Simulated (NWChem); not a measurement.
**SiHF3 (SMILES F[SiH](F)F): SVWN5/aug-cc-pVDZ**

Aim: the vertical ionisation energy of SiHF3 at SVWN5/aug-cc-pVDZ, from 2 runs. 

Program for the calculation: NWChem 7.3.0.

### Step 1. The structure to begin with

SiHF3: 5 atoms, total charge 0, spin state singlet. SMILES: `F[SiH](F)F`. The coordinates come from a PBE0-D4/def2-TZVP relaxation.

Bond lengths: F1–Si2 1.573 Å, Si2–F3 1.573 Å, Si2–F4 1.573 Å, Si2–H5 1.461 Å. Angles: F1–Si2–F3 108.3°, F1–Si2–F4 108.3°, F3–Si2–F4 108.3°, F1–Si2–H5 110.7°, F3–Si2–H5 110.7°, F4–Si2–H5 110.7°.

### Step 2. The energy at SVWN5/aug-cc-pVDZ

The input, calc.nw:

```
start calc
title "F3HSi"
memory stack 880 mb heap 220 mb global 1100 mb

geometry units atomic noautosym nocenter noautoz
   F     -0.84489655    -0.15533549     2.81814857
   Si     0.07691185     0.00321253    -0.00340151
   F     -1.12835547     2.42149506    -1.24192801
   F     -0.93711519    -2.38729101    -1.44979788
   H      2.83345535     0.11791891    -0.12302117
end

basis spherical bse
   F library aug-cc-pVDZ
   Si library aug-cc-pVDZ
   H library aug-cc-pVDZ
end

dft
   xc slater vwn_5
   grid fine
   convergence energy 1e-08
   iterations 100
   mulliken
   noprint "final vectors analysis"
end

task dft energy
```

Started as:

```sh
$ nwchem calc.nw > calc.out
```

Standard output:

```text
[...]
          Wavefunction type:  closed shell.
          No. of atoms     :     5
          No. of electrons :    42
[...]
          Charge           :     0
          Spin multiplicity:     1
[...]
          AO basis - number of functions:   105
[...]
              XC Information
              --------------
                        Slater Exchange Functional  1.000 local
                      VWN V Correlation Functional  1.000 local
[...]
 d= 0,ls=0.0,diis     1   -586.6418198462 -7.75D+02  2.30D-02  1.54D+00     2.8
[...]
 d= 0,ls=0.0,diis    10   -586.7714462341 -1.00D-10  7.87D-08  1.04D-10    18.7
         Total DFT energy =     -586.771446234132
      One electron energy =    -1193.872423598907
           Coulomb energy =      468.355614135954
    Exchange-Corr. energy =      -49.662487273979
 Nuclear repulsion energy =      188.407850502800
[...]
      Total Density - Mulliken Population Analysis
     ---------------------------------------------
    Atom       Charge   Shell Charges
 -----------   ------   -------------------------------------------------------
    1 F    9     9.49   2.01  0.87  1.03  0.15  3.34  1.94  0.14  0.00  0.01
    2 Si  14    12.88   2.00  2.06  0.70  0.02  0.04  6.03  1.18  0.32 -0.01  0.53  0.00
    3 F    9     9.49   2.01  0.87  1.03  0.15  3.34  1.94  0.14  0.00  0.01
    4 F    9     9.49   2.01  0.87  1.03  0.15  3.34  1.94  0.14  0.00  0.01
    5 H    1     0.64   0.70 -0.07 -0.03  0.01  0.02
[...]
```

Wall time 20 s (1 thread of Intel Xeon 6975P-C (Granite Rapids), shared host); peak memory 0.11 GiB.

### Step 3. The doublet cation, same level

The input, f3hsi.nw:

```
start f3hsi
title "F3HSi energy"
memory total 2200 mb
charge 1

geometry units au noautosym nocenter noautoz
  F     -0.84489655    -0.15533549     2.81814857
  Si     0.07691185     0.00321253    -0.00340151
  F     -1.12835547     2.42149506    -1.24192801
  F     -0.93711519    -2.38729101    -1.44979788
  H      2.83345535     0.11791891    -0.12302117
end

basis spherical bse
  * library aug-cc-pVDZ
end

dft
  xc slater vwn_5
  mult 2
  grid fine
  convergence energy 1e-08
  iterations 100
  mulliken
  noprint "final vectors analysis"
end

task dft energy
```

Started as:

```sh
$ nwchem f3hsi.nw > f3hsi.out
```

Standard output:

```text
[...]
          Wavefunction type:  spin polarized.
          No. of atoms     :     5
          No. of electrons :    41
[...]
          Charge           :     1
          Spin multiplicity:     2
[...]
          AO basis - number of functions:   105
[...]
              XC Information
              --------------
                        Slater Exchange Functional  1.000 local
                      VWN V Correlation Functional  1.000 local
[...]
 d= 0,ls=0.0,diis     1   -585.9224019743 -7.74D+02  1.98D-02  9.48D-01     3.0
[...]
 d= 0,ls=0.5,diis    27   -586.2710291004 -9.77D-09  3.05D-08  1.60D-08    55.4
[...]
         Total DFT energy =     -586.271029108313
      One electron energy =    -1181.759552763703
           Coulomb energy =      456.338963131373
    Exchange-Corr. energy =      -49.258289978783
 Nuclear repulsion energy =      188.407850502800
[...]
      Total Density - Mulliken Population Analysis
     ---------------------------------------------
    Atom       Charge   Shell Charges
 -----------   ------   -------------------------------------------------------
    1 F    9     9.32   2.01  0.89  1.03  0.13  3.30  1.84  0.10  0.00  0.02
    2 Si  14    12.46   2.00  2.06  0.72 -0.24  0.01  6.03  1.19  0.22 -0.01  0.48 -0.00
    3 F    9     9.32   2.01  0.89  1.03  0.13  3.30  1.84  0.10  0.00  0.02
    4 F    9     9.32   2.01  0.89  1.03  0.13  3.30  1.84  0.10  0.00  0.02
    5 H    1     0.59   0.59 -0.02 -0.02  0.01  0.03
[...]
      <S2> =      0.7520 (Exact =     0.7500)
[...]
```

It took 58 s on 1 thread of Intel Xeon 6975P-C (Granite Rapids), shared host; peak memory 0.11 GiB.

### Step 4. Outcome

At SVWN5/aug-cc-pVDZ:

| quantity | value |
| --- | --- |
| singlet SiHF3: total energy | -586.77145 Eh |
| singlet SiHF3: dipole moment | 1.38 D |
| doublet cation: total energy | -586.27103 Eh |
| doublet cation: ⟨S²⟩ | 0.752 |
| vertical ionisation energy (to the doublet cation) | 13.617 eV |

The vertical ionisation energy comes to 13.62 eV (1314 kJ/mol). Mulliken charges (doublet cation) run from -0.32 on F1 to +1.54 on Si2; in a basis this large or diffuse they mean little.
